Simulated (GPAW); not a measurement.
# MnO3 (Imma) in GPAW: a series of runs

The runs below take MnO3 through single point, with LDA, PBE.

Program: GPAW 26.7.0. These are calculated values, not measurements. Logs are shortened: lines on timing, memory, paths and dates and some standing lists are left out, and cuts for length are marked. The log counts tension as positive stress, the text compression.

## 1. Starting point

The structure is orthorhombic, space group Imma (No. 74). The conventional cell has a = 5.689 Å, b = 6.276 Å, c = 5.213 Å, α = 90.00°, β = 90.00°, γ = 90.00°. Mn (site symmetry 2/m) has 2 O at 1.84 Å as nearest neighbours. O (site symmetry 2) has 1 O at 1.37 Å as nearest neighbours. O (site symmetry mm2) has 2 Mn at 1.84 Å as nearest neighbours.

The cell comes from a database or a generator and needn't be the stable form of this composition.

## 2. Single point, LDA, collinear spin, ferromagnetic start

Input file run.py:

```python
from ase import Atoms
from ase.dft.bandgap import bandgap
from ase.io import write
from ase.units import GPa
from gpaw import GPAW, PW

atoms = Atoms(['Mn', 'Mn', 'O', 'O', 'O', 'O', 'O', 'O'],
              cell=[[-2.844543, 3.138173, 2.6064],
                    [2.844543, -3.138173, 2.6064],
                    [2.844543, 3.138173, -2.6064]],
              scaled_positions=[[0.0, 0.0, 0.0],
                                [0.5, 0.0, 0.5],
                                [0.890673, 0.5, 0.890673],
                                [0.109327, 0.0, 0.609327],
                                [0.890673, 0.0, 0.390673],
                                [0.109327, 0.5, 0.109327],
                                [0.433951, 0.183951, 0.25],
                                [0.566049, 0.816049, 0.75]],
              pbc=True)
atoms.set_initial_magnetic_moments([5.0, 5.0, 0.0, 0.0, 0.0, 0.0, 0.0, 0.0])

calc = GPAW(mode=PW(600),
            xc='LDA',
            kpts={'size': (3, 3, 3), 'gamma': True},
            occupations={'name': 'fermi-dirac', 'width': 0.05},
            nbands=57,
            maxiter=120,
            txt='gpaw.txt')
atoms.calc = calc
energy = atoms.get_potential_energy()
forces = atoms.get_forces()
stress = atoms.get_stress()
calc.write('gs.gpw')
write('result.traj', atoms)
print(f'Energy: {energy:.6f} eV')
print('Forces (eV/A):')
print(forces.round(4))
print('Stress (GPa):', (stress / GPa).round(3))
print('Moments:', calc.get_magnetic_moments().round(3))
print('Fermi level:', round(calc.get_fermi_level(), 4), 'eV')
print(f'Gap: {bandgap(calc)[0]:.4f} eV, direct: {bandgap(calc, direct=True)[0]:.4f} eV')
```

Potentials or basis: the program's PAW data sets (release 1.2.1) made for this functional, pw.

On the command line:

```sh
$ OMP_NUM_THREADS=1 python run.py
```

gpaw.txt:

```text
__  _  _
 | _ |_)|_||  |
 |__||  | ||/\| - 26.7.0

Input parameters:
  mode=PW(ecut=600.0),
  kpts=MonkhorstPack(size=(3, 3, 3), gamma=True),
  maxiter=120,
  nbands=57,
  occupations=Occupations(name='fermi-dirac', width=0.05),
  xc=XC(name='LDA')

Diagonalizing LCAO Hamiltonian
Converting LCAO to pw mode

          O      O
                   O
            OMn
              O
           Mn
                O

Atoms  # Å, Bohr magnetons
|   | symbol |         x |         y |         z |    initial magnetic moments |
|---|--------|-----------|-----------|-----------|-----------------------------|
| 0 |     Mn |  0.000000 |  0.000000 |  0.000000 | ( 0.0000,  0.0000,  5.0000) |
| 1 |     Mn |  0.000000 |  3.138173 |  0.000000 | ( 0.0000,  0.0000,  5.0000) |
| 2 |      O |  1.422272 |  4.021085 |  1.303200 | ( 0.0000,  0.0000,  0.0000) |
| 3 |      O |  1.422271 |  2.255261 | -1.303200 | ( 0.0000,  0.0000,  0.0000) |
| 4 |      O | -1.422271 |  4.021085 |  1.303200 | ( 0.0000,  0.0000,  0.0000) |
| 5 |      O |  1.422271 | -0.882912 |  1.303200 | ( 0.0000,  0.0000,  0.0000) |
| 6 |      O |  0.000000 |  1.569087 |  0.958900 | ( 0.0000,  0.0000,  0.0000) |
| 7 |      O |  2.844543 |  1.569087 |  1.647500 | ( 0.0000,  0.0000,  0.0000) |

Unit cell  # Å
| periodic |         x |         y |         z |  lengths |     angles |
|----------|-----------|-----------|-----------|----------|------------|
|      yes | -2.844543 |  3.138173 |  2.606400 | 4.973216 | 110.224213 |
|      yes |  2.844543 | -3.138173 |  2.606400 | 4.973216 | 101.749929 |
|      yes |  2.844543 |  3.138173 | -2.606400 | 4.973216 | 116.786338 |

Number of symmetries: 4
Symmetry operations  # r_c * U_cc + t_c -> r_c
|   | kind |            matrix            |
|---|------|------------------------------|
| 0 |  σ   |  1, 1, 1,  0, 0,-1,  0,-1, 0 |
| 1 |  E   |  1, 0, 0,  0, 1, 0,  0, 0, 1 |
| 2 |  i   | -1, 0, 0,  0,-1, 0,  0, 0,-1 |
| 3 |  C2  | -1,-1,-1,  0, 0, 1,  0, 1, 0 |

BZ-sampling:
  Number of BZ points: 27
  Number of IBZ points: 10

  Monkhorst-Pack size: [3, 3, 3]
  Monkhorst-Pack shift: [0, 0, 0]

K-points  # in reciprocal-cell coordinates
|   |                                coordinates |     weight |
|---|--------------------------------------------|------------|
| 0 | (  0.00000000,   0.00000000,   0.00000000) | 0.03703704 |
| 1 | (  0.00000000,   0.33333333,  -0.33333333) | 0.07407407 |
| 2 | (  0.33333333,  -0.33333333,  -0.33333333) | 0.07407407 |
| 3 | (  0.33333333,  -0.33333333,   0.00000000) | 0.14814815 |
| 4 | (  0.33333333,  -0.33333333,   0.33333333) | 0.07407407 |
| 5 | (  0.33333333,   0.00000000,  -0.33333333) | 0.14814815 |
| 6 | (  0.33333333,   0.00000000,   0.00000000) | 0.07407407 |
| 7 | (  0.33333333,   0.33333333,  -0.33333333) | 0.07407407 |
| 8 | (  0.33333333,   0.33333333,   0.00000000) | 0.14814815 |
| 9 | (  0.33333333,   0.33333333,   0.33333333) | 0.14814815 |

Plane wave coefficients: 3136
Cutoff: 600.0 eV

[... 90 lines left out ...]
  Fermi-Dirac:
    width: 0.0500  # eV

poisson solver:
  ecut: 4800.0  # eV

xc functional:
  name: None

convergence criteria:
- Maximum [total energy] change in last 3 cyles: 0.0005 eV / valence electron
- Maximum integral of absolute [dens]ity change: 0.0001 electrons / valence electron
- Maximum integral of absolute [eigenst]ate change: 4e-08 eV^2 / valence electron
maximum number of iterations: 120

SCF iterations
|iter     | |      energy | eigst |  dens |  magmom |
|---------|-|-------------|-------|-------|---------|
|iter:   1| |  -66.774386 | +0.41 |       | +10.0032|
|iter:   2| |  -64.783235 | -1.27 | -0.75 |  +9.8031|
|iter:   3| |  -63.165511 | -1.33 | -0.84 |  +8.8743|
|iter:   4| |  -62.817656 | -1.97 | -1.01 |  +8.1920|
|iter:   5| |  -62.954045 | -2.19 | -1.22 |  +6.7386|
|iter:   6| |  -63.015424 | -3.08 | -1.63 |  +6.1765|
|iter:   7| |  -63.138931 | -3.08 | -1.88 |  +5.9911|
|iter:   8| |  -63.013683 | -3.24 | -1.71 |  +5.9390|
|iter:   9| |  -63.013352 | -4.07 | -2.21 |  +5.9745|
|iter:  10| |  -63.013764c| -4.43 | -2.50 |  +5.9918|
|iter:  11| |  -63.013849c| -5.63 | -3.07 |  +6.0031|
|iter:  12| |  -63.013772c| -5.86 | -3.35 |  +6.0096|
|iter:  13| |  -63.013792c| -7.01 | -3.87 |  +6.0102|
|iter:  14| |  -63.013775c| -7.27 | -3.98 |  +6.0099|
|iter:  15| |  -63.013774c| -7.80c| -4.60c|  +6.0099|

Converged in 15 steps
Energy contributions relative to reference atoms: (reference = -75078.392358)

Energy contributions:
  Kinetic:          20.510138
  Coulomb:         -29.402579
  Zero:              1.022577
  External:          0.000000
  Xc:              -55.125198
  Entropy:          -0.037425
  Spinorbit:         0.000000
  ----------------------------
  Free energy:     -63.032486
  Extrapolated:    -63.013774

dipole moment: (-13.082096, 0.000004, -11.986873)  # |e|*Ang

Total magnetic moment: (0.000000, 0.000000, 6.009872)

Local magnetic moments
|        x |        y |         z |
|----------|----------|-----------|
| 0.000000 | 0.000000 |  2.988672 |  # Mn   0
| 0.000000 | 0.000000 |  2.988637 |  # Mn   1
| 0.000000 | 0.000000 | -0.045273 |  # O    2
| 0.000000 | 0.000000 | -0.045273 |  # O    3
| 0.000000 | 0.000000 | -0.045273 |  # O    4
| 0.000000 | 0.000000 | -0.045273 |  # O    5
| 0.000000 | 0.000000 |  0.017697 |  # O    6
| 0.000000 | 0.000000 |  0.017697 |  # O    7

Fermi level: 2.964
Eigenvalues  # (at kpt = [0.000, 0.000, 0.000])
| band index |      eig [eV] | occ [0-1] |      eig [eV] | occ [0-1] |
|------------|---------------|-----------|---------------|-----------|
|          0 |       -77.912 |     1.000 |       -74.606 |     1.000 |
|        ... |               |           |               |           |
|         25 |        -0.376 |     1.000 |        -0.185 |     1.000 |
|         26 |        -0.336 |     1.000 |         0.644 |     1.000 |
|         27 |         0.551 |     1.000 |         1.023 |     1.000 |
|         28 |         0.657 |     1.000 |         1.767 |     1.000 |
|         29 |         0.860 |     1.000 |         2.781 |     0.975 |
|         30 |         0.891 |     1.000 |         3.340 |     0.001 |
|         31 |         1.158 |     1.000 |         3.737 |     0.000 |
|         32 |         1.699 |     1.000 |         3.823 |     0.000 |
|         33 |         2.060 |     1.000 |         3.860 |     0.000 |
|         34 |         2.955 |     0.548 |         4.585 |     0.000 |
|         35 |         3.018 |     0.253 |         4.964 |     0.000 |
|         36 |         3.214 |     0.007 |         5.204 |     0.000 |
|         37 |         4.115 |     0.000 |         6.065 |     0.000 |
|         38 |         5.035 |     0.000 |         6.678 |     0.000 |
|         39 |         6.037 |     0.000 |         7.578 |     0.000 |
|        ... |               |           |               |           |
|         56 |        22.150 |     0.000 |        22.519 |     0.000 |

No gap
No difference between direct/indirect transitions

Forces  # eV/Ang
|        x |        y |        z |
|----------|----------|----------|
|  0.00000 |  0.00000 |  0.00000 |  # Mn   0
|  0.00000 |  0.00000 |  0.00000 |  # Mn   1
|  0.00002 | -0.20236 |  0.00001 |  # O    2
|  0.00002 |  0.20236 | -0.00001 |  # O    3
| -0.00002 | -0.20236 |  0.00001 |  # O    4
| -0.00002 |  0.20236 | -0.00001 |  # O    5
| -0.00000 |  0.00002 | -1.79416 |  # O    6
|  0.00000 | -0.00002 |  1.79416 |  # O    7

Stress tensor  # eV/Ang^3
|         x |        y |         z |
|-----------|----------|-----------|
|  0.130724 | 0.000000 | -0.000000 |
|  0.000000 | 0.202423 |  0.000000 |
| -0.000000 | 0.000000 |  0.162687 |

# Writing to gs.gpw (mode='')
```

Run time: 2.4 min. Hardware: 1 thread of Arm Neoverse V1, shared host; peak memory 0.27 GiB.

What came out:

* Free energy: -63.0325 eV
* Pressure: -26.5 GPa
* Largest force: 1.794 eV/Å
* Band gap on the k mesh: none (metal or under the smearing width)
* Net moment: 6.01 μB per cell
* Site moments: Mn +2.99; O -0.05, +0.02 μB

Forces in eV/Å, atoms in the order of the input:
```
Mn   0.000  0.000  0.000
Mn   0.000  0.000  0.000
O    0.000 -0.202  0.000
O    0.000  0.202  0.000
O    0.000 -0.202  0.000
O    0.000  0.202  0.000
O    0.000  0.000 -1.794
O    0.000  0.000  1.794
```

Stress tensor (GPa, compression positive):
```
-20.94   0.00   0.00
  0.00 -32.43   0.00
  0.00   0.00 -26.07
```

Caveat: the k mesh is coarse (spacing up to 0.54 Å⁻¹), so the values aren't converged; the cutoff is short for stress and forces, so pressures can be off by a GPa or more; so large a pressure means that the cell lies far from this level's equilibrium, or that cutoff or potentials fall short; semilocal functionals often make such compounds metallic where correlation or magnetic order opens a gap, which also shifts bond lengths; only a ferromagnetic start was run, and an antiferromagnetic order may lie lower in energy. With open d or f shells a metallic result of LDA can be an artefact of self-interaction; +U or a hybrid may open a gap.

## 3. Single point, PBE, collinear spin, ferromagnetic start

run.py: that of step 2 with these lines changed.

```diff
@@ -22,3 +22,3 @@
 calc = GPAW(mode=PW(600),
-            xc='LDA',
+            xc='PBE',
             kpts={'size': (3, 3, 3), 'gamma': True},
```

Potentials or basis: GPAW PAW data sets (gpaw-data 1.2.1), pw.

On the command line:

```sh
$ OMP_NUM_THREADS=1 python run.py
```

Run time: 2.3 min. Hardware: 1 thread of Arm Neoverse V1, shared host; peak memory 0.27 GiB.

It converged, with:

| Item | Value |
| --- | --- |
| Free energy | -57.0822 eV |
| Pressure | -13.4 GPa |
| Largest force | 0.857 eV/Å |
| Band gap on the k mesh | none (metal or under the smearing width) |
| Net moment | 6.00 μB per cell |
| Site moments | Mn +3.13; O -0.08, -0.00 μB |

Forces in eV/Å, atoms in the order of the input:
```
Mn   0.000  0.000  0.000
Mn   0.000  0.000  0.000
O    0.000 -0.620  0.000
O    0.000  0.620  0.000
O    0.000 -0.620  0.000
O    0.000  0.620  0.000
O    0.000  0.000 -0.857
O    0.000  0.000  0.857
```

Stress tensor (GPa, compression positive):
```
-11.02   0.00   0.00
  0.00 -14.87   0.00
  0.00   0.00 -14.24
```

Levels at points of the mesh, in eV from the Fermi level:
Spin up:
| k point | band 33 | band 34 | band 35 | band 36 | band 37 | band 38 | band 39 | band 40 |
| --- | --- | --- | --- | --- | --- | --- | --- | --- |
| (0.00, 0.00, 0.00) | -1.14 | -1.01 | -0.08 | 0.01 | 0.30 | 1.17 | 2.06 | 3.15 |
Spin down:
```tsv
k point	band 26	band 27	band 28	band 29	band 30	band 31	band 32	band 33	band 34	band 35
(0.00, 0.00, 0.00)	-3.11	-2.28	-1.88	-1.15	-0.23	0.68	1.05	1.09	1.22	1.78
```

Caveat: the k mesh is coarse (spacing up to 0.54 Å⁻¹), so the values aren't converged; the cutoff is short for stress and forces, so pressures can be off by a GPa or more; semilocal functionals often make such compounds metallic where correlation or magnetic order opens a gap, which also shifts bond lengths; only a ferromagnetic start was run, and an antiferromagnetic order may lie lower in energy.
